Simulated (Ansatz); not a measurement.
# Si: the cost of one run

Computed with Ansatz 0.2.0 (DFT LDA, scalar-relativistic, plane waves, PAW, unless a step's input says otherwise).

The COD entry's cell or inner coordinates are ideal or old and differ from later refinements, so a difference from it is no clean test against experiment.

### 1 The starting structure

The structure is cubic, space group Fd-3m (No. 227). The conventional cell has a = 5.427 Å, b = 5.427 Å, c = 5.427 Å, α = 90.00°, β = 90.00°, γ = 90.00°. Si (site symmetry -43m) is surrounded by 4 Si at 2.35 Å.

Structure file:

```cif
data_structure
_symmetry_space_group_name_H-M 'Fd-3m:1'
_symmetry_Int_Tables_number 227
_cell_length_a 5.4271
_cell_length_b 5.4271
_cell_length_c 5.4271
_cell_angle_alpha 90.000
_cell_angle_beta 90.000
_cell_angle_gamma 90.000
_cell_volume 159.85
loop_
_atom_site_label
_atom_site_type_symbol
_atom_site_symmetry_multiplicity
_atom_site_Wyckoff_symbol
_atom_site_fract_x
_atom_site_fract_y
_atom_site_fract_z
_atom_site_occupancy
Si1 Si 8 a 0.25000 0.25000 0.25000 1
```

The structure rests on an entry of the Crystallography Open Database; cell or positions may have been set otherwise for this series.

### 2 Phonons: Si, no spin

Contents of input.yaml:

```yaml
crystal:
  lattice:
    - [0.0, 2.71356, 2.71356]
    - [2.71356, 0.0, 2.71356]
    - [2.71356, 2.71356, 0.0]
  atoms:
    - { symbol: Si, position: [0.75, 0.75, 0.75] }
    - { symbol: Si, position: [0.5, 0.5, 0.5] }
scf:
  occupations: { method: fixed }
output:
  forces: true
  stress: true
  eigenvalues: true
hamiltonian:
  xc: lda
kpoints:
  mp_grid: { grid: [8, 8, 8] }
phonons:
  method: dfpt
  dielectric: true
  qmesh: [4, 4, 4]
  temperatures: { t_max: 1000, t_step: 25 }
```

Run with:

```
$ ansatz run input.yaml --threads 2 --pin off --max-ram 8192MiB --backend cpu --events-out ev --progress --plain --runs-dir out
```

What time and memory should one allow on 2 threads of Intel Xeon at 2.30GHz, shared host?

About 38 s, with a peak of 0.68 GiB.
